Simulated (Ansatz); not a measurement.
# Ta: the cost of one run

Method: DFT r2SCAN, scalar-relativistic, plane waves, PAW, in Ansatz 0.2.0.

The COD cell was measured well above room temperature, so it is larger than a cold one.

6 further runs of the same task are left out: 6 set aside as unsound or not needed.

## Step 1: Starting point

Symmetry: Im-3m, No. 229, cubic system. Conventional cell: a = 3.168 Å, b = 3.168 Å, c = 3.168 Å, α = 90.00°, β = 90.00°, γ = 90.00°. Around W (site symmetry m-3m) lie 8 W at 2.74 Å.

As a file:

```
W
1.0
    -1.58418    1.58418    1.58418
     1.58418   -1.58418    1.58418
     1.58418    1.58418   -1.58418
W
1
Direct
  0.00000 0.00000 0.00000
```

This cell was relaxed beforehand with the same method: volume 15.90 Å³/atom, gap on the mesh none (metal).

## Step 2: The film's bulk: Ta

Relaxed beforehand at this level: -9944.3194 eV/atom, gap on the mesh none (metal).

```
CELL_PARAMETERS angstrom
-1.65229 -1.65229 -1.65229
1.65229 1.65229 -1.65229
1.65229 -1.65229 1.65229
ATOMIC_POSITIONS crystal
Ta 0.00000 0.00000 0.00000
```

The bulk reference of W, the base, comes from a run made before at the same settings: -10397.3061 eV/atom.

## Step 3: The film's bulk on the base's lattice

The (110) plane of Ta is fitted to the (110) plane of W, a strain of -4.1 % along x and -4.1 % along y; the third vector and the atoms relax.

input.yaml

```yaml
crystal:
  lattice:
    - [2.7438877459, 0.0, 0.0]
    - [-0.9146292486, 2.5869621759, 0.0]
    - [0.9146292486, 1.2934810879, 2.4577404379]
  atoms:
    - { symbol: Ta, position: [0.0, 0.0, 0.0] }
basis:
  ecutwfc: 500
kpoints:
  mp_grid: { grid: [13, 13, 14] }
hamiltonian:
  xc: r2scan
scf:
  occupations: { method: gaussian, width: 0.1 }
output:
  forces: true
  stress: true
  eigenvalues: true
relax:
  adjacent_minimum: "off"
  f_tol: 0.01
  max_steps: 50
  cell: { fix: [a, b, gamma], stress_tol: 0.1 }
```

Run with:

```
ansatz run input.yaml --threads 2 --pin off --max-ram 5120MiB --backend cpu --events-out ev --progress --plain --runs-dir out
```

What time and memory should one allow on 2 threads of Arm Neoverse V1, shared host?

About 35 s, with a peak of 0.52 GiB.
